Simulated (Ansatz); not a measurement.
**FH3NOSi radical: up Jacob's ladder to CCSD(T)**

One table from this session's results is given with a row withheld; the runs are named, their logs left out.

Method: functionals in def2-TZVPP, the program's frozen cores in correlated methods; program: Ansatz 0.2.0, Gaussian basis.

Levels to be run: LDA (SPW92), PBE-D4, revPBE-D4, BLYP-D4, r2SCAN-D4, B97M-V, PBE0-D4, B3LYP-D4, r2SCANh-D4, r2SCAN0-D4, HSE06-D4, BHLYP-D4, CAM-B3LYP-D4, LC-ωPBE, ωB97X-V, ωB97M-V, B2PLYP, PBE-QIDH; CCSD(T)/def2-SVP; CCSD(T)/def2-TZVPP; CCSD(T)/def2-QZVPP; extrapolation to the limit; RPA on PBE.

## The geometry

The geometry comes from an earlier relaxation with PBE0-D4 in a triple-zeta def2 set; it is a stationary point, not always the lowest conformer.

SMILES `[NH][SiH](O)F`, 7 atoms, charge 0, spin multiplicity 2.

Atoms are counted from 1 here; the program's logs count them from 0.

Bond lengths: N1–Si2 1.741 Å, N1–H5 1.020 Å, Si2–O3 1.623 Å, Si2–F4 1.592 Å, Si2–H6 1.474 Å, O3–H7 0.960 Å. Angles: Si2–N1–H5 117.1°, N1–Si2–O3 107.8°, N1–Si2–F4 104.5°, N1–Si2–H6 118.3°, O3–Si2–F4 111.9°, O3–Si2–H6 106.6°, F4–Si2–H6 107.7°, Si2–O3–H7 117.8°.

Set-up of the first run:

in.yaml reads:

```yaml
crystal:
  periodic: [false, false, false]
  atoms:
    - {symbol: N, position_ang: [-0.666588, 0.653637, -1.073016]}
    - {symbol: Si, position_ang: [-0.101325, -0.148845, 0.365127]}
    - {symbol: O, position_ang: [1.496118, -0.389935, 0.204503]}
    - {symbol: F, position_ang: [-0.909081, -1.519877, 0.401462]}
    - {symbol: H, position_ang: [-1.287492, 1.452870, -0.944799]}
    - {symbol: H, position_ang: [-0.297269, 0.522275, 1.662403]}
    - {symbol: H, position_ang: [1.826937, -0.638025, -0.661381]}
basis:
  gaussian: {orbitals: def2-TZVPP}
magnetization: {spin_polarized: true, initial_magnetization: 1}
hamiltonian: {xc: lda}
output: {orbitals: {seedname: orbitals}}
```

Run with:

```console
$ ansatz run in.yaml --threads 2 --pin off --events-out ev --progress --plain --max-ram 32768MiB --backend cpu
```

Among the steps run: LDA; PBE-D4 (GGA); revPBE-D4 (GGA); BLYP-D4 (GGA); r2SCAN-D4 (meta-GGA); B97M-V (meta-GGA); B3LYP-D4 (hybrid); r2SCANh-D4 (hybrid); r2SCAN0-D4 (hybrid); HSE06-D4 (hybrid); BHLYP-D4 (hybrid); CAM-B3LYP-D4 (range-separated); LC-ωPBE (range-separated); ωB97X-V (range-separated); ωB97M-V (range-separated); B2PLYP (double hybrid); PBE-QIDH (double hybrid).

One of the session's tables, all rows but one given; the rest of the session is left out.

It belongs to the step «Orbital energies across the functionals». 

| functional | HOMO (eV) | LUMO (eV) | gap (eV) |
| --- | --- | --- | --- |
| LDA (SPW92) | -6.91 | -5.93 | 0.98 |
| PBE-D4 | -6.85 | -5.27 | 1.57 |
| revPBE-D4 | -6.79 | -5.09 | 1.70 |
| BLYP-D4 | -6.75 | -5.25 | 1.50 |
| r2SCAN-D4 | -7.20 | -4.59 | 2.61 |
| B97M-V | -7.30 | -4.72 | 2.58 |
| PBE0-D4 | -8.38 | -3.74 | 4.64 |
| B3LYP-D4 | -8.15 | -4.25 | 3.90 |
| r2SCANh-D4 | -7.77 | -4.06 | 3.70 |
| r2SCAN0-D4 | -8.61 | -3.28 | 5.33 |
| HSE06-D4 | -7.97 | -4.15 | 3.83 |
| BHLYP-D4 | -9.83 | -2.32 | 7.51 |
| CAM-B3LYP-D4 | -9.87 | -2.65 | 7.22 |
| LC-ωPBE | -11.31 | -1.08 | 10.23 |
| ωB97X-V | -10.90 | -1.56 | 9.34 |
| ωB97M-V | ? | ? | ? |

Q: Estimate the row for ωB97M-V from the others.

**Answer.** HOMO (eV): -10.74; LUMO (eV): -1.66; gap (eV): 9.08. In the column «HOMO (eV)» it lies between ωB97X-V (-10.90) and CAM-B3LYP-D4 (-9.87).
